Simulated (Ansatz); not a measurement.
# MgB5: the cost of one run

Computed with Ansatz 0.2.0 (DFT PBE, scalar-relativistic, plane waves, PAW, unless a step's input says otherwise).

2 further runs of the same task are left out: 1 that didn't finish, 1 set aside as unsound or not needed.

### 1 Starting point

It takes space group P6/mmm (No. 191, hexagonal). The conventional cell has a = 4.284 Å, b = 4.284 Å, c = 3.483 Å, α = 90.00°, β = 90.00°, γ = 120.00°. Mg (site symmetry 6/mmm) has 18 B at 2.47 to 2.76 Å as nearest neighbours. B (site symmetry mmm) is surrounded by 8 B at 2.14 Å and 4 Mg at 2.76 Å. B (site symmetry -6m2) has 9 B at 2.14 to 2.47 Å and 3 Mg at 2.47 Å as nearest neighbours.

As a file:

```
CELL_PARAMETERS angstrom
4.28384 0.00000 0.00000
-2.14192 3.70991 0.00000
0.00000 0.00000 3.48328
ATOMIC_POSITIONS crystal
Mg 0.00000 0.00000 0.00000
B 0.50000 0.00000 0.50000
B 0.50000 0.50000 0.50000
B 0.00000 0.50000 0.50000
B 0.33333 0.66667 0.00000
B 0.66667 0.33333 0.00000
```

Recipe of the guess: species swapped into a database cell of TbCu5 (P6/mmm, No. 191), with Mg on the Tb sites and B on the Cu sites. The dimensions are guesses.

### 2 Probe: one point on a coarse mesh

input.yaml reads:

```yaml
crystal:
  lattice:
    - [4.28383881, 0.0, 0.0]
    - [-2.1419194, 3.70991323, 0.0]
    - [0.0, 0.0, 3.48328052]
  atoms:
    - { symbol: Mg, position: [0.0, 0.0, 0.0] }
    - { symbol: B, position: [0.5, 0.0, 0.5] }
    - { symbol: B, position: [0.5, 0.5, 0.5] }
    - { symbol: B, position: [0.0, 0.5, 0.5] }
    - { symbol: B, position: [0.33333333, 0.66666667, 0.0] }
    - { symbol: B, position: [0.66666667, 0.33333333, 0.0] }
basis:
  ecutwfc: 420
kpoints:
  mp_grid: { grid: [6, 6, 6] }
hamiltonian:
  xc: pbe
scf:
  occupations: { method: gaussian, width: 0.1 }
  lower_state_search: "off"
output:
  forces: true
  stress: true
  eigenvalues: true
```

Launch:

```sh
> ansatz run input.yaml --threads 1 --pin off --max-ram 2048MiB --backend cpu --events-out ev --progress --plain --runs-dir out
```

Q: Estimate wall time and peak memory on 1 thread of Intel Xeon Platinum 8488C (Sapphire Rapids), shared host.

About 2.4 s, with a peak of 0.37 GiB.
